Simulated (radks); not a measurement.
**Dipole-allowed lines with 30 electrons: Ge²⁺, As³⁺, Se⁴⁺, Br⁵⁺, Kr⁶⁺, Rb⁷⁺**

Aim: excitation energies and oscillator strengths as poles of the dipole polarisability below minus the highest eigenvalue. Time-dependent linear response with the Hartree and adiabatic LDA kernel follows each ground state; no spin-orbit coupling. Its values go to the run's result record, not to the log.

Method: scalar-relativistic Kohn-Sham, PBE, spin-polarised, spherical densities, finite nucleus. Code: radks (a radial shooting solver on a logarithmic mesh, Libxc functionals) version 1.

## 1. What is computed

| Property | Result |
| --- | --- |
| species | Ge²⁺ ([Ar] 3d10 4s2), As³⁺ ([Ar] 3d10 4s2), Se⁴⁺ ([Ar] 3d10 4s2), Br⁵⁺ ([Ar] 3d10 4s2), Kr⁶⁺ ([Ar] 3d10 4s2), Rb⁷⁺ ([Ar] 3d10 4s2) |

## 2. Ge²⁺, [Ar] 3d10 4s2

The run's settings:

```text
Z 32
configuration [Ar] 3d10 4s2 4p0 5s0 4d0 4f0
relativity scalar-relativistic
functional pbe,pbe
spin polarised
nucleus finite rms 4.0742 fm
c 137.035999084
response adiabatic LDA kernel, real frequencies
```

Launch:

```console
$ python run_ks.py task.json out
```

All runs below come from this command, one after another.

## 3. As³⁺, [Ar] 3d10 4s2

The run's settings:

```text
Z 33
configuration [Ar] 3d10 4s2 4p0 5s0 4d0 4f0
relativity scalar-relativistic
functional pbe,pbe
spin polarised
nucleus finite rms 4.0968 fm
c 137.035999084
response adiabatic LDA kernel, real frequencies
```

## 4. Se⁴⁺, [Ar] 3d10 4s2

The run's settings:

```text
Z 34
configuration [Ar] 3d10 4s2 4p0 5s0 4d0 4f0
relativity scalar-relativistic
functional pbe,pbe
spin polarised
nucleus finite rms 4.14 fm
c 137.035999084
response adiabatic LDA kernel, real frequencies
```

## 5. Br⁵⁺, [Ar] 3d10 4s2

The run's settings:

```text
Z 35
configuration [Ar] 3d10 4s2 4p0 5s0 4d0 4f0
relativity scalar-relativistic
functional pbe,pbe
spin polarised
nucleus finite rms 4.1629 fm
c 137.035999084
response adiabatic LDA kernel, real frequencies
```

## 6. Kr⁶⁺, [Ar] 3d10 4s2

The run's settings:

```text
Z 36
configuration [Ar] 3d10 4s2 4p0 5s0 4d0 4f0
relativity scalar-relativistic
functional pbe,pbe
spin polarised
nucleus finite rms 4.1884 fm
c 137.035999084
response adiabatic LDA kernel, real frequencies
```

## 7. Rb⁷⁺, [Ar] 3d10 4s2

The run's settings:

```text
Z 37
configuration [Ar] 3d10 4s2 4p0 5s0 4d0 4f0
relativity scalar-relativistic
functional pbe,pbe
spin polarised
nucleus finite rms 4.2036 fm
c 137.035999084
response adiabatic LDA kernel, real frequencies
```

Q: Predict the outcome of this session. Wanted: for each run, species; −ε(HOMO); lowest orbital gap; first line; f; strongest line; its f; static α.

The runs gave:

```tsv
species	−ε(HOMO) (eV)	lowest orbital gap (eV)	first line (eV)	f	strongest line (eV)	its f	static α (bohr³)	measured (eV)
Ge²⁺	29.250	4s-4p 9.443	11.713	1.64	11.713	1.64	10.05	-
As³⁺	44.431	4s-4p 11.558	14.337	1.63	14.337	1.63	6.623	-
Se⁴⁺	61.723	4s-4p 13.650	16.880	1.61	16.880	1.61	4.680	-
Br⁵⁺	81.036	4s-4p 15.740	19.388	1.58	19.388	1.58	3.467	-
Kr⁶⁺	102.32	4s-4p 17.840	21.884	1.55	21.884	1.55	2.658	-
Rb⁷⁺	125.52	4s-4p 19.960	24.385	1.51	24.385	1.51	2.091	-
```

In words: In Ge²⁺ the response moves the first line 2.270 eV above the bare orbital gap, and the lines found carry 88 % of the static polarisability. Very weak lines can be missed, and lines above minus the highest eigenvalue dissolve into this model's continuum.
